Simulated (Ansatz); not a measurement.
# B₂H₃Br (SMILES BBBr): one structure at several levels

How do the functionals fare away from a minimum? The structure is a structure displaced at random from a GFN2-xTB minimum.

Program: Ansatz 0.2.0, Gaussian basis. Level of theory: single points in def2-TZVPP. These are calculated values, not measurements.

Correlated methods freeze the cores. Filled d shells of the heavier atoms are correlated.

## 1. Starting geometry

6 atoms, charge 0, spin multiplicity 1.

Atoms are counted from 1 here; the program's logs count them from 0.

Bond lengths: B1–B2 1.647 Å, B1–H4 1.158 Å, B1–H5 1.182 Å, B2–Br3 1.853 Å, B2–H6 1.161 Å. Angles: B2–B1–H4 123.7°, B2–B1–H5 123.4°, H4–B1–H5 112.9°, B1–B2–Br3 120.6°, B1–B2–H6 123.8°, Br3–B2–H6 115.6°.

Coordinates:

```xyz
6
B2BrH3
B    -0.2483    0.0139   -0.8398
B     0.1948   -0.2136    0.7299
Br    0.7036    1.2239    1.7833
H    -1.3288    0.2654   -1.1731
H     0.5128   -0.0293   -1.7435
H     0.1950   -1.2475    1.2574
```

## 2. CCSD(T)/def2-TZVPP

The input, run/in.yaml:

```yaml
crystal:
  periodic: [false, false, false]
  atoms:
    - {symbol: B, position_ang: [-0.248300, 0.013900, -0.839800]}
    - {symbol: B, position_ang: [0.194800, -0.213600, 0.729900]}
    - {symbol: Br, position_ang: [0.703600, 1.223900, 1.783300]}
    - {symbol: H, position_ang: [-1.328800, 0.265400, -1.173100]}
    - {symbol: H, position_ang: [0.512800, -0.029300, -1.743500]}
    - {symbol: H, position_ang: [0.195000, -1.247500, 1.257400]}
basis:
  gaussian: {orbitals: def2-TZVPP}
correlation: {method: ccsd_t}
output: {forces: true}
```

The command line of these runs was not kept.

## 3. PBE0-D4/def2-TZVPP

run/in.yaml: that of step 2 with these lines changed.

```diff
@@ -11,3 +11,3 @@
   gaussian: {orbitals: def2-TZVPP}
-correlation: {method: ccsd_t}
-output: {forces: true}
+hamiltonian: {xc: pbe0, dispersion: d4}
+output: {forces: true, orbitals: {seedname: orbitals}}
```

## 4. wB97M-V/def2-TZVPP

run/in.yaml: that of step 3 with these lines changed.

```diff
@@ -11,3 +11,3 @@
   gaussian: {orbitals: def2-TZVPP}
-hamiltonian: {xc: pbe0, dispersion: d4}
-output: {forces: true, orbitals: {seedname: orbitals}}
+hamiltonian: {xc: {name: wB97M-V}}
+output: {forces: true}
```

## 5. r2SCAN-D4/def2-TZVPP

run/in.yaml: that of step 4 with these lines changed.

```diff
@@ -11,3 +11,3 @@
   gaussian: {orbitals: def2-TZVPP}
-hamiltonian: {xc: {name: wB97M-V}}
+hamiltonian: {xc: r2scan, dispersion: d4}
 output: {forces: true}
```

## 6. PBE-D4/def2-TZVPP

run/in.yaml: that of step 5 with these lines changed.

```diff
@@ -11,3 +11,3 @@
   gaussian: {orbitals: def2-TZVPP}
-hamiltonian: {xc: r2scan, dispersion: d4}
+hamiltonian: {xc: pbe, dispersion: d4}
 output: {forces: true}
```

## 7. r2SCANh-D4/def2-TZVPP

run/in.yaml: that of step 6 with these lines changed.

```diff
@@ -11,3 +11,3 @@
   gaussian: {orbitals: def2-TZVPP}
-hamiltonian: {xc: pbe, dispersion: d4}
+hamiltonian: {xc: {name: r2SCANh}, dispersion: d4}
 output: {forces: true}
```

## 8. HSE06-D4/def2-TZVPP

run/in.yaml: that of step 7 with these lines changed.

```diff
@@ -11,3 +11,3 @@
   gaussian: {orbitals: def2-TZVPP}
-hamiltonian: {xc: {name: r2SCANh}, dispersion: d4}
+hamiltonian: {xc: hse06, dispersion: d4}
 output: {forces: true}
```

(Steps that only read results are left out.)

What does the calculation give? Wanted: energy less free atoms, CCSD(T)/def2-TZVPP; RMS force component; RMS force error; HOMO and LUMO, PBE0-D4; T1 diagnostic.

The runs gave:

```
                                  quantity                                                                                               value
energy less free atoms, CCSD(T)/def2-TZVPP                                                                                     -439.0 kcal/mol
                       RMS force component                                                                0.504 to 0.649 eV/Å over the methods
                           RMS force error  PBE0-D4 0.138, wB97M-V 0.095, r2SCAN-D4 0.171, PBE-D4 0.239, r2SCANh-D4 0.143, HSE06-D4 0.140 eV/Å
                    HOMO and LUMO, PBE0-D4                                                                                  -7.82 and -2.03 eV
                             T1 diagnostic                                                                                               0.010
```

Against CCSD(T) the functionals' energies less atoms differ by -19.5 to -13.9 kcal/mol, PBE-D4 by -19.3 kcal/mol. The reference is not at the basis limit: in triple zeta CCSD(T) underbinds, which counts against methods that bind more; the gaps are no ranking. For forces wB97M-V does best and PBE-D4 worst. Frozen-core CCSD(T) forces in triple zeta carry basis errors of their own, and this is one geometry, so small gaps rank nothing.
